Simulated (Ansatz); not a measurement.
# FHMoOS2: a ladder of functionals and wavefunction methods

One table from this session's results is given with a row withheld; the runs are named, their logs left out.

The runs use Ansatz 0.2.0, Gaussian basis; functionals in def2-TZVPP, the program's frozen cores in correlated methods.

The runs, in order: LDA (SPW92), PBE-D4, revPBE-D4, BLYP-D4, r2SCAN-D4, B97M-V, PBE0-D4, B3LYP-D4, r2SCANh-D4, r2SCAN0-D4, HSE06-D4, BHLYP-D4, CAM-B3LYP-D4, LC-ωPBE, ωB97X-V, ωB97M-V, B2PLYP, PBE-QIDH; CCSD(T)/def2-SVP; CCSD(T)/def2-TZVPP; MP2/def2-QZVPP; extrapolation to the limit; RPA on PBE.

## Structure used throughout

The geometry comes from an earlier relaxation with PBE0-D4 in a triple-zeta def2 set; it is a stationary point. Mo takes the def2 core potential; no spin-orbit term is included.

SMILES `[OH][Mo]([F])(=[S])=[S]`, 6 atoms, charge 0, spin multiplicity 1.

Atoms are counted from 1 here; the program's logs count them from 0.

Bond lengths: O1–Mo2 1.851 Å, O1–H6 0.963 Å, Mo2–F3 1.837 Å, Mo2–S4 2.093 Å, Mo2–S5 2.093 Å. Angles: Mo2–O1–H6 121.4°, O1–Mo2–F3 111.4°, O1–Mo2–S4 108.2°, O1–Mo2–S5 109.5°, F3–Mo2–S4 109.7°, F3–Mo2–S5 109.4°, S4–Mo2–S5 108.6°.

The first run:

in.yaml reads:

```yaml
crystal:
  periodic: [false, false, false]
  atoms:
    - {symbol: O, position_ang: [-1.137107, 0.425121, 0.850714]}
    - {symbol: Mo, position_ang: [0.238899, -0.292582, -0.158486]}
    - {symbol: F, position_ang: [1.411277, -1.245480, 0.886533]}
    - {symbol: S, position_ang: [-0.600718, -1.551563, -1.604834]}
    - {symbol: S, position_ang: [1.268113, 1.248529, -1.131131]}
    - {symbol: H, position_ang: [-1.138365, 1.351976, 1.111003]}
basis:
  gaussian: {orbitals: def2-TZVPP}
hamiltonian: {xc: lda}
output: {orbitals: {seedname: orbitals}}
```

Among the steps run: LDA; PBE-D4 (GGA); revPBE-D4 (GGA); BLYP-D4 (GGA); r2SCAN-D4 (meta-GGA); B97M-V (meta-GGA); PBE0-D4 (hybrid); B3LYP-D4 (hybrid); r2SCANh-D4 (hybrid); r2SCAN0-D4 (hybrid); HSE06-D4 (hybrid); BHLYP-D4 (hybrid); CAM-B3LYP-D4 (range-separated); LC-ωPBE-D4 (range-separated; the results give it without D4); ωB97X-V (range-separated); ωB97M-V (range-separated); B2PLYP (double hybrid); PBE-QIDH (double hybrid).

One table of the session follows, with a row left open; its other results are not shown here.

It belongs to the step «Frontier levels by functional». 

| functional | HOMO (eV) | LUMO (eV) | gap (eV) |
| --- | --- | --- | --- |
| LDA (SPW92) | -6.62 | -4.16 | 2.46 |
| PBE-D4 | -6.46 | -3.99 | 2.48 |
| revPBE-D4 | -6.41 | -3.92 | 2.48 |
| BLYP-D4 | -6.29 | -3.84 | 2.44 |
| r2SCAN-D4 | -6.75 | -4.02 | 2.72 |
| B97M-V | -6.79 | -3.97 | 2.82 |
| PBE0-D4 | ? | ? | ? |
| B3LYP-D4 | -7.35 | -3.53 | 3.82 |
| r2SCANh-D4 | -7.16 | -3.78 | 3.38 |
| r2SCAN0-D4 | -7.77 | -3.41 | 4.37 |
| HSE06-D4 | -7.20 | -3.76 | 3.44 |
| BHLYP-D4 | -8.54 | -2.60 | 5.94 |
| CAM-B3LYP-D4 | -8.76 | -2.36 | 6.39 |
| LC-ωPBE | -10.02 | -1.40 | 8.62 |
| ωB97X-V | -9.70 | -1.41 | 8.29 |
| ωB97M-V | -9.54 | -1.38 | 8.15 |

Q: Estimate the row for PBE0-D4 from the others.

The run gave: HOMO (eV): -7.59; LUMO (eV): -3.38; gap (eV): 4.20. In the column «HOMO (eV)» it lies between r2SCAN0-D4 (-7.77) and B3LYP-D4 (-7.35).
